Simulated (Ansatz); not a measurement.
# C₂H₇NO₃W: ionisation energy by level of theory

One table from this session's results is given with a row withheld; the runs are named, their logs left out.

Method: unrestricted cation, the program's frozen cores in correlated methods; program: Ansatz 0.2.0, Gaussian basis.

The runs, in order: UKS PBE-D4/def2-TZVPP; UKS r2SCAN-D4/def2-TZVPP; UKS PBE0-D4/def2-TZVPP; UKS B3LYP-D4/def2-TZVPP; UKS wB97X-V/def2-TZVPP; UKS wB97M-V/def2-TZVPP; UKS B2PLYP/def2-TZVPP; UHF-CCSD(T)/def2-TZVPP; UHF-MP2/def2-QZVPP; extrapolation to the limit; then −ε(HOMO) from the neutral's earlier runs with LDA (SPW92), PBE-D4, revPBE-D4, BLYP-D4, r2SCAN-D4, B97M-V, PBE0-D4, B3LYP-D4, r2SCANh-D4, r2SCAN0-D4, HSE06-D4, BHLYP-D4, CAM-B3LYP-D4, LC-ωPBE, ωB97X-V, ωB97M-V.

1 further run of the same task is left out (for a known fault of the program).

**The relaxed structure**

An earlier PBE0-D4 in a triple-zeta def2 set relaxation fixed the geometry. W takes the def2 core potential; no spin-orbit term is included.

SMILES `C[N]=[W](=[O])([OH])[O]C`, 14 atoms, charge 0, spin multiplicity 1.

Atoms are counted from 1 here; the program's logs count them from 0.

Bond lengths: C1–N2 1.420 Å, C1–H8 1.095 Å, C1–H9 1.095 Å, C1–H10 1.096 Å, N2–W3 1.749 Å, W3–O4 1.713 Å, W3–O5 1.900 Å, W3–O6 1.874 Å, O5–H11 0.958 Å, O6–C7 1.404 Å, C7–H12 1.094 Å, C7–H13 1.094 Å, C7–H14 1.093 Å. Angles: N2–C1–H8 110.3°, N2–C1–H9 110.4°, N2–C1–H10 111.7°, H8–C1–H9 107.4°, H8–C1–H10 108.5°, H9–C1–H10 108.4°, C1–N2–W3 153.8°, N2–W3–O4 108.8°, N2–W3–O5 108.9°, N2–W3–O6 108.1°, O4–W3–O5 109.9°, O4–W3–O6 109.9°, O5–W3–O6 111.2°, W3–O5–H11 123.7°, W3–O6–C7 137.5°, O6–C7–H12 109.6°, O6–C7–H13 111.2°, O6–C7–H14 109.0° and more.

The first run:

The input, in.yaml:

```yaml
crystal:
  periodic: [false, false, false]
  atoms:
    - {symbol: C, position_ang: [-0.480199, 0.645520, 2.234881]}
    - {symbol: N, position_ang: [-0.593535, 0.320824, 0.857072]}
    - {symbol: W, position_ang: [-0.552557, 0.693794, -0.851658]}
    - {symbol: O, position_ang: [-0.172520, 2.352702, -1.046100]}
    - {symbol: O, position_ang: [-2.260601, 0.330537, -1.601573]}
    - {symbol: O, position_ang: [0.775987, -0.362253, -1.647024]}
    - {symbol: C, position_ang: [1.714042, -1.324274, -1.241577]}
    - {symbol: H, position_ang: [-1.416841, 0.422166, 2.756274]}
    - {symbol: H, position_ang: [0.306711, 0.046188, 2.704236]}
    - {symbol: H, position_ang: [-0.244317, 1.705175, 2.383653]}
    - {symbol: H, position_ang: [-2.974940, -0.086867, -1.118350]}
    - {symbol: H, position_ang: [2.717828, -0.890861, -1.262952]}
    - {symbol: H, position_ang: [1.499725, -1.684691, -0.230945]}
    - {symbol: H, position_ang: [1.681195, -2.167950, -1.935927]}
basis:
  gaussian: {orbitals: def2-TZVPP}
total_charge: 1
magnetization: {spin_polarized: true, initial_magnetization: 1}
hamiltonian: {xc: pbe, dispersion: d4}
```

Launch:

```console
ansatz run in.yaml --threads 2 --pin off --events-out ev --progress --plain --max-ram 32768MiB --backend cuda --devices 0, --max-vram 18GiB
```

Among the steps run: Cation, UKS PBE-D4/def2-TZVPP; Cation, UKS r2SCAN-D4/def2-TZVPP; Cation, UKS PBE0-D4/def2-TZVPP; Cation, UKS B3LYP-D4/def2-TZVPP; Cation, UKS wB97X-V/def2-TZVPP; Cation, UKS wB97M-V/def2-TZVPP; Cation, UKS B2PLYP (frozen core)/def2-TZVPP; Cation, UHF-CCSD(T)/def2-TZVPP; Cation, UHF-MP2/def2-QZVPP.

One of the session's tables, all rows but one given; the rest of the session is left out.

Orbital estimates, from the neutral's runs:

| functional | −ε(HOMO) (eV) |
| --- | --- |
| LDA (SPW92) | 6.23 |
| PBE-D4 | 6.05 |
| revPBE-D4 | ? |
| BLYP-D4 | 5.94 |
| r2SCAN-D4 | 6.32 |
| B97M-V | 6.41 |
| PBE0-D4 | 7.42 |
| B3LYP-D4 | 7.20 |
| r2SCANh-D4 | 6.84 |
| r2SCAN0-D4 | 7.61 |
| HSE06-D4 | 7.02 |
| BHLYP-D4 | 8.71 |
| CAM-B3LYP-D4 | 8.78 |
| LC-ωPBE | 10.06 |
| ωB97X-V | 9.74 |
| ωB97M-V | 9.68 |

Q: Estimate the row for revPBE-D4 from the others.

As computed: −ε(HOMO) (eV): 5.98. In the column «−ε(HOMO) (eV)» it lies between BLYP-D4 (5.94) and PBE-D4 (6.05).
